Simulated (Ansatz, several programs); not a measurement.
SrLi2SnS4 (from a published structure), relaxed with PBE in Ansatz (plane waves, PAW): space group I-42m (No. 121), tetragonal; conventional cell a = 6.700 Å, c = 8.110 Å, 22.76 Å³ an atom. Li is surrounded by 4 S at 2.48 Å; Sr is surrounded by 8 S at 3.09–3.32 Å; Sn is surrounded by 4 S at 2.42 Å; S is surrounded by 1 Sn at 2.42 Å and 2 Li at 2.48 Å and 2 Sr at 3.09–3.32 Å. The cell was then scaled with its shape and fractional coordinates held, which makes it stiffer than a relaxed compression. Computed at 0 K without zero-point motion; spin polarisation is off.

| V (Å³/atom) | E (meV/atom) |
| --- | --- |
| 21.391 | 14.81 |
| 22.756 | 0.00 |
| 23.439 | 3.08 |
| 24.121 | 11.76 |

Q: Pass a cubic E = c₀ + c₁u + c₂u² + c₃u³, with u = V − 22.927 Å³, through these points.

A: c₀ = 0.19, c₁ = +2.283, c₂ = 6.852, c₃ = -0.5419 (meV and Å³).

Q: Where is the minimum, and what bulk modulus follows?

A: dE/du = 0 at u = -0.163, so V₀ = 22.76 Å³. B = V₀ d²E/dV² = 22.76 × (2c₂ + 6c₃u) = 22.76 × 14.236 = 324 meV/Å³, and 1 meV/Å³ is 0.16022 GPa: 52 GPa. A third-order Birch-Murnaghan fit to all five points gives 22.76 Å³ and 51 GPa.

Q: Predict the energy and the pressure at the withheld volume, 22.073 Å³.

A: With u = -0.854: E ≈ 3.58 meV and P = −dE/dV ≈ +1.70 GPa. The run gives 3.53 meV and, from its stress, +1.69 GPa.
